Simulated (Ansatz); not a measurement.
# AsH (singlet): wave-function methods side by side at distance As1–H2 = 1.529 Å, aug-cc-pVDZ

One table from this session's results is given with a row withheld; the runs are named, their logs left out.

The runs use Ansatz 0.2.0, Gaussian basis; aug-cc-pVDZ, core rule «outside noble gas», up to 14 orbitals frozen.

Plan: UHF; CCSD(T) on RHF; CCSD(T) on UHF; BCCD(T) on RHF; CISD; CCSDT(Q) on RHF; CCSDT(Q) on UHF; CASSCF and MRCISD+Q, 2 electrons in 2 orbitals; CASSCF and NEVPT2, 2 electrons in 2 orbitals; CASSCF and MRCISD+Q, 6 electrons in 5 orbitals; CASSCF and NEVPT4(SD), 6 electrons in 5 orbitals; CASSCF and NEVPT2, 6 electrons in 5 orbitals; Full CI.

22 further runs of the same task are left out: 1 for a known fault of the program, 15 that didn't finish, 6 set aside as unsound or not needed.

### The geometry

The geometry derives from a PBE0/def2-TZVP stationary point (not a proven minimum). One bond is set to the value named and the two fragments are kept rigid. No spin-orbit coupling is included. The filled d shell of As may be among the frozen orbitals whatever the setting's name suggests; the logs give the count.

2 atoms, charge 0, spin multiplicity 1.

Atoms are counted from 1 here; the program's logs count them from 0.

Bond lengths: As1–H2 1.529 Å.

Set-up of the first run:

Input file in.yaml:

```yaml
crystal:
  periodic: [false, false, false]
  atoms:
    - {symbol: As, position_ang: [0.000000, 0.000000, 0.000000]}
    - {symbol: H, position_ang: [0.000000, 0.000000, 1.529400]}
basis:
  gaussian: {orbitals: aug-cc-pVDZ}
magnetization: {spin_polarized: true, initial_magnetization: 0}
hamiltonian: {xc: hf}
output: {orbitals: {seedname: orbitals}}
```

On the command line:

```sh
$ ansatz run in.yaml --threads 1 --pin off --events-out ev --progress --plain --max-ram 2393MiB
```

Among the steps run: UHF; CCSD(T) on RHF; CCSD(T) on UHF; BCCD(T) on RHF; CISD; CCSDT(Q) on RHF; CCSDT(Q) on UHF; CASSCF and MRCISD+Q, 2 electrons in 2 orbitals; CASSCF and NEVPT2, 2 electrons in 2 orbitals; CASSCF and MRCISD+Q, 6 electrons in 5 orbitals; CASSCF and NEVPT4(SD), 6 electrons in 5 orbitals; CASSCF and NEVPT2, 6 electrons in 5 orbitals; Full CI.

One table of the session follows, with a row left open; its other results are not shown here.

It belongs to the step «Misses and costs». 

| method | from FCI (kcal/mol) |
| --- | --- |
| RHF | +82.50 |
| RMP2 | +25.61 |
| CISD | +12.10 |
| RCCSD | +7.47 |
| RCCSD(T) | +3.92 |
| BCCD(T) | +3.97 |
| RCCSDT | +0.31 |
| RCCSDT(Q) | -0.12 |
| CASSCF pair | +69.36 |
| NEVPT2 pair | ? |
| MRCISD pair | +4.04 |
| MRCISD+Q pair | -0.61 |
| CASSCF valence | +58.82 |
| NEVPT2 valence | +14.92 |
| NEVPT4(SD) valence | +1.37 |
| MRCISD valence | +2.87 |
| MRCISD+Q valence | -0.50 |
| FCI | 0 |

Estimate the missing values for NEVPT2 pair.

As computed: from FCI (kcal/mol): +13.31. In the column «from FCI (kcal/mol)» it lies between CISD (+12.10) and NEVPT2 valence (+14.92).

Left out of the table: UHF, UMP2, UCCSD, UCCSD(T), UCCSDT, UCCSDT(Q) (another determinant or state than the rows shown).

Caveats from the session: The report flags that the cluster equations may have other roots. The program flags RCCSDT(Q) as in doubt, so those rows may rest on another solution; read them beside their warnings. RCCSDT(Q), MRCISD+Q pair, MRCISD+Q valence fall below full CI, which methods that aren't variational can do.
